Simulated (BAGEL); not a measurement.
# HF/6-31G(d) (density fitting with qzvpp-jkfit, spherical functions) run of BPH3F3 (SMILES FB(F)(F)<-P)

What is the vertical ionisation energy of BPH3F3 at HF/6-31G* (density fitting with qzvpp-jkfit, spherical functions)? 

The results are computed with BAGEL 1.2.2.

5 further runs of the same task are left out: 3 that didn't finish, 2 set aside as unsound or not needed. Runs told in other sessions of the task aren't counted.

### Step 1. The structure to begin with

BPH3F3: 8 atoms, total charge 0, spin state singlet. SMILES: `FB(F)(F)<-P`. The coordinates come from a GFN2-xTB relaxation.

Bond lengths: B1–F6 1.328 Å, B1–F7 1.327 Å, B1–F8 1.328 Å, P2–H3 1.383 Å, P2–H4 1.383 Å, P2–H5 1.383 Å. Angles: F6–B1–F7 117.3°, F6–B1–F8 117.3°, F7–B1–F8 117.3°, H3–P2–H4 96.4°, H3–P2–H5 96.5°, H4–P2–H5 96.4°.

### Step 2. The energy at HF/6-31G(d) (density fitting with qzvpp-jkfit, spherical functions)

Contents of input.json:

```json
{ "bagel": [

{
  "title": "molecule",
  "basis": "6-31gs.json",
  "df_basis": "qzvpp-jkfit",
  "angstrom": true,
  "geometry": [
    { "atom": "B", "xyz": [   -0.005020,    0.011020,   -1.363340 ] },
    { "atom": "P", "xyz": [    0.004360,    0.015460,    1.001600 ] },
    { "atom": "H", "xyz": [    0.678700,    0.966300,    1.745120 ] },
    { "atom": "H", "xyz": [    0.520230,   -1.088110,    1.656630 ] },
    { "atom": "H", "xyz": [   -1.181560,    0.074090,    1.710490 ] },
    { "atom": "F", "xyz": [    1.303260,   -0.021200,   -1.587530 ] },
    { "atom": "F", "xyz": [   -0.635010,    1.154450,   -1.598850 ] },
    { "atom": "F", "xyz": [   -0.684960,   -1.112010,   -1.564110 ] }
  ]
},
{ "title": "hf" },
{ "title": "print", "file": "orbitals.molden", "orbitals": true }

]}
```

The basis set 6-31G* is read from a file made from the Basis Set Exchange's data (not shown).

Run with:

```sh
$ BAGEL_NUM_THREADS=1 BAGEL input.json > input.out
```

Log:

```text
* using 1 threads per process

  ===============================================================
  ===============================================================

  *** Geometry ***

  { "atom" : "B", "xyz" : [     -0.009486,      0.020825,     -2.576339 ] },
  { "atom" : "P", "xyz" : [      0.008239,      0.029215,      1.892750 ] },
  { "atom" : "H", "xyz" : [      1.282557,      1.826042,      3.297799 ] },
  { "atom" : "H", "xyz" : [      0.983092,     -2.056230,      3.130577 ] },
  { "atom" : "H", "xyz" : [     -2.232825,      0.140010,      3.232358 ] },
  { "atom" : "F", "xyz" : [      2.462804,     -0.040062,     -2.999997 ] },
  { "atom" : "F", "xyz" : [     -1.199995,      2.181594,     -3.021389 ] },
  { "atom" : "F", "xyz" : [     -1.294387,     -2.101394,     -2.955740 ] },

  Number of auxiliary basis functions:      488

  Since a DF basis is specified, we compute 2- and 3-index integrals:
    o Being stored without compression. Storage requirement is 0.025 GB

  Number of basis functions:       80
  Number of electrons      :       50

    * METHOD: MOLECULE                             0.41

  *** RHF ***

  === Nuclear Repulsion ===
   233.2574124344

      * DIIS with orbital gradients will be used.

  === RHF iteration (6-31gs.json) ===
      0       -665.37912455          0.02233374           0.10
      1       -665.55770003          0.01323286           0.10
      2       -665.62669187          0.00119036           0.10
      3       -665.62789607          0.00020659           0.10
      4       -665.62793078          0.00005169           0.10
      5       -665.62793444          0.00000798           0.10
      6       -665.62793453          0.00000182           0.10
      7       -665.62793453          0.00000077           0.10
      8       -665.62793453          0.00000015           0.10
      9       -665.62793453          0.00000005           0.10
     10       -665.62793453          0.00000002           0.10
     11       -665.62793453          0.00000000           0.10
    * SCF iteration converged.

    * Permanent dipole moment:
           (   -0.004972,    -0.003788,    -1.513343) a.u.

    * METHOD: HF                                   1.46

    * METHOD: PRINT                                0.03

  ===============================================================
```

Run time: 2.1 s. Hardware: 1 thread of Arm Neoverse N1, shared host; peak memory 0.12 GiB.

### Step 3. The doublet cation

Contents of calc.json:

```json
{ "bagel" : [

{
  "title" : "molecule",
  "basis" : "6-31gs.json",
  "df_basis" : "qzvpp-jkfit",
  "angstrom" : true,
  "geometry" : [
    { "atom" : "B", "xyz" : [      -0.005020,       0.011020,      -1.363340 ] },
    { "atom" : "P", "xyz" : [       0.004360,       0.015460,       1.001600 ] },
    { "atom" : "H", "xyz" : [       0.678700,       0.966300,       1.745120 ] },
    { "atom" : "H", "xyz" : [       0.520230,      -1.088110,       1.656630 ] },
    { "atom" : "H", "xyz" : [      -1.181560,       0.074090,       1.710490 ] },
    { "atom" : "F", "xyz" : [       1.303260,      -0.021200,      -1.587530 ] },
    { "atom" : "F", "xyz" : [      -0.635010,       1.154450,      -1.598850 ] },
    { "atom" : "F", "xyz" : [      -0.684960,      -1.112010,      -1.564110 ] }
  ]
},

{ "title" : "uhf", "charge" : 1, "nopen" : 1 },

{ "title" : "print", "file" : "orbitals.molden", "orbitals" : true }

]}
```

The basis set 6-31G* is read from a file made from the Basis Set Exchange's data (not shown).

Run with:

```sh
$ BAGEL_NUM_THREADS=1 BAGEL calc.json > calc.out
```

Log:

```text
* using 1 threads per process

  ===============================================================
  ===============================================================

  *** Geometry ***

  { "atom" : "B", "xyz" : [     -0.009486,      0.020825,     -2.576339 ] },
  { "atom" : "P", "xyz" : [      0.008239,      0.029215,      1.892750 ] },
  { "atom" : "H", "xyz" : [      1.282557,      1.826042,      3.297799 ] },
  { "atom" : "H", "xyz" : [      0.983092,     -2.056230,      3.130577 ] },
  { "atom" : "H", "xyz" : [     -2.232825,      0.140010,      3.232358 ] },
  { "atom" : "F", "xyz" : [      2.462804,     -0.040062,     -2.999997 ] },
  { "atom" : "F", "xyz" : [     -1.199995,      2.181594,     -3.021389 ] },
  { "atom" : "F", "xyz" : [     -1.294387,     -2.101394,     -2.955740 ] },

  Number of auxiliary basis functions:      488

  Since a DF basis is specified, we compute 2- and 3-index integrals:
    o Being stored without compression. Storage requirement is 0.025 GB

  Number of basis functions:       80
  Number of electrons      :       50

    * METHOD: MOLECULE                             0.41

  *** Open-shell HF ***

  === Nuclear Repulsion ===
   233.2574124344

      * DIIS with orbital gradients will be used.

  === UHF iteration (6-31gs.json) ===
      0       -664.93824384          0.04756916           0.20
      1       -665.14097726          0.03057799           0.20
      2       -665.19929116          0.01818459           0.20
      3       -665.23121981          0.00094042           0.20
      4       -665.23163973          0.00021123           0.20
      5       -665.23166561          0.00007681           0.20
      6       -665.23167194          0.00002599           0.20
      7       -665.23167351          0.00001129           0.20
      8       -665.23167404          0.00000576           0.20
      9       -665.23167421          0.00000213           0.20
     10       -665.23167426          0.00000093           0.20
     11       -665.23167426          0.00000047           0.20
     12       -665.23167427          0.00000016           0.20
     13       -665.23167427          0.00000007           0.20
     14       -665.23167427          0.00000004           0.20
     15       -665.23167427          0.00000002           0.20
     16       -665.23167427          0.00000001           0.20
     17       -665.23167427          0.00000001           0.20
    * SCF iteration converged.

    * S^2 (UHF) is 0.7559

    * Permanent dipole moment:
           (   -0.012989,    -0.012989,    -3.563686) a.u.

    * METHOD: UHF                                  3.80

    * METHOD: PRINT                                0.03

  ===============================================================
```

Run time: 4.5 s. Hardware: 1 thread of Arm Neoverse N1, shared host; peak memory 0.12 GiB.

### Step 4. Results

At HF/6-31G* (density fitting with qzvpp-jkfit, spherical functions):

| quantity | value |
| --- | --- |
| singlet BPH3F3: total energy | -665.62793 Eh |
| singlet BPH3F3: dipole moment | 3.85 D |
| singlet BPH3F3: HOMO energy | -11.97 eV |
| singlet BPH3F3: LUMO energy | 4.04 eV |
| singlet BPH3F3: HOMO–LUMO gap | 16.02 eV |
| doublet cation: total energy | -665.23167 Eh |
| doublet cation: ⟨S²⟩ | 0.756 |
| vertical ionisation energy (to the doublet cation) | 10.783 eV |

The vertical ionisation energy comes to 10.78 eV (249 kcal/mol). −ε(HOMO) before ionisation, 11.97 eV, is 1.19 eV above this ionisation energy.
